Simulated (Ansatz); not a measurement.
# MnSb: the cost of one run

Method: DFT PBE, scalar-relativistic, plane waves, PAW, in Ansatz 0.2.0.

1 further run of the same task is left out (set aside as unsound or not needed).

### 1 Starting point

It takes space group P6_3/mmc (No. 194, hexagonal). The conventional cell has a = 4.097 Å, b = 4.097 Å, c = 5.597 Å, α = 90.00°, β = 90.00°, γ = 120.00°. Around Mn (site symmetry -3m) lie 6 Sb at 2.75 Å and 2 Mn at 2.80 Å. Sb (site symmetry -6m2) has 6 Mn at 2.75 Å as nearest neighbours.

As a file:

```cif
data_structure
_symmetry_space_group_name_H-M 'P 1'
_symmetry_Int_Tables_number 1
_cell_length_a 4.0966
_cell_length_b 4.0966
_cell_length_c 5.5970
_cell_angle_alpha 90.000
_cell_angle_beta 90.000
_cell_angle_gamma 120.000
_cell_volume 81.34
loop_
_atom_site_label
_atom_site_type_symbol
_atom_site_fract_x
_atom_site_fract_y
_atom_site_fract_z
_atom_site_occupancy
Mn1 Mn 0.00000 0.00000 0.00000 1
Mn2 Mn 0.00000 0.00000 0.50000 1
Sb1 Sb 0.33333 0.66667 0.25000 1
Sb2 Sb 0.66667 0.33333 0.75000 1
```

It is the result of an earlier relaxation at this level (volume 20.34 Å³/atom; gap on the mesh: none (metal), site moments up to 3.3 μB).

### 2 Bands, states and charges

The input, input.yaml:

```yaml
crystal:
  lattice:
    - [4.0965910181, 0.0, 0.0]
    - [-2.048295509, 3.5477518906, 0.0]
    - [0.0, 0.0, 5.5969628961]
  atoms:
    - { symbol: Mn, position: [0.0, 0.0, 0.0], spin: 3.58 }
    - { symbol: Mn, position: [0.0, 0.0, 0.5], spin: 3.58 }
    - { symbol: Sb, position: [0.3333333333, 0.6666666667, 0.25], spin: -0.12 }
    - { symbol: Sb, position: [0.6666666667, 0.3333333333, 0.75], spin: -0.12 }
basis:
  ecutwfc: 420
kpoints:
  mp_grid: { grid: [12, 12, 8] }
  band_path:
    path:
      - [[0.0, 0.0, 0.0], [0.5, 0.0, 0.0], [0.33333333, 0.33333333, 0.0], [0.0, 0.0, 0.0], [0.0, 0.0, 0.5], [0.5, 0.0, 0.5], [0.33333333, 0.33333333, 0.5], [0.0, 0.0, 0.5]]
      - [[0.5, 0.0, 0.5], [0.5, 0.0, 0.0]]
      - [[0.33333333, 0.33333333, 0.5], [0.33333333, 0.33333333, 0.0]]
    npoints: 14
hamiltonian:
  xc: pbe
scf:
  occupations: { method: gaussian, width: 0.1 }
  n_extra_bands: 10
output:
  forces: true
  stress: true
  eigenvalues: true
  populations: true
  dos: { projected: true, de: 0.02, nscf_kmesh: { grid: [18, 18, 12] } }
  bader: true
  write_density: true
  write_potential: true
  elf: true
  volumetric_format: npy
magnetization:
  spin_polarized: true
checkpoint:
  read: start.run
  write: ck
  compress: false
  write_wavefunctions: false
  write_every: 100000
```

The run is started by

```
$ ansatz run input.yaml --threads 1 --pin off --max-ram 2560MiB --backend cpu --events-out ev --progress --plain --runs-dir out
```

**Question.** How long does this run take on 1 thread of Intel Xeon at 2.50GHz (Skylake/Cascade Lake), shared host, and how much memory does it need?

About 4 min, with a peak of 0.93 GiB.
